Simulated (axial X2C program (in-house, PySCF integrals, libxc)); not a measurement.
# Linear CaCN⁻ at several levels

The task here is to estimate one member of a computed series from the others.

Program: an in-house X2C program for linear molecules on PySCF integrals. Level of theory: all-electron X2C, two-component (2c) or spin-free, Ca dyall-v3z, C dyall-v3z, N dyall-av3z. These are calculated values, not measurements.

All values are calculated.

2 further runs of the same task are left out: 2 set aside as unsound or not needed.

The first run:

File task.json:

```json
{"zs": [20, 6, 7], "q": -1, "bas": ["dyall-v3z", "dyall-v3z", "dyall-av3z"], "r0": [2.41, 1.16], "symm": 0, "scan": ["PBE0", "HF", "B3LYP"], "levels": ["PBE0", "HF", "BHandHLYP"], "nst": 2}
```

Keys: zs atomic numbers; q charge; bas basis sets; r0 starting distance in Å; symm equal bonds; scan levels of the two-bond scan (MP2 follows by itself at each HF point); levels methods; nst determinants followed.

Run with:

```console
python solin.py task.json out
```

Masses Ca 39.963, C 12.000, N 14.003 u.

Among the steps run: Scan at PBE0, 2c; Scan at HF, 2c; Scan at B3LYP, 2c.

One of the session's tables, all rows but one given; the rest of the session is left out.

```
           level  r(Ca–C) (Å)  r(C–N) (Å)  lower stretch (cm⁻¹)  upper stretch (cm⁻¹)
        PBE0, 2c            ?           ?                     ?                     ?
          HF, 2c        2.556       1.143                 274.7                2387.3
       B3LYP, 2c        2.517       1.163                 270.1                2197.3
         MP2, 2c        2.515       1.185                 274.1                2025.9
 PBE0, spin-free        2.494       1.162                 280.1                2221.4
   HF, spin-free        2.555       1.142                 274.8                2387.4
B3LYP, spin-free        2.517       1.163                 270.1                2197.3
  MP2, spin-free        2.515       1.185                 274.2                2026.0
```

Q: Estimate the row for PBE0, 2c from the others.

**Answer.** r(Ca–C) (Å): 2.494; r(C–N) (Å): 1.163; lower stretch (cm⁻¹): 280.1; upper stretch (cm⁻¹): 2221.4.

Scans not shown above were run alike.

MP2 freezes inner shells (threshold -2 hartree). For an anion the highest level of a functional can be positive, and the basis then holds the extra electron. The molecule was held linear; bending was not examined, so a bent shape may lie lower.
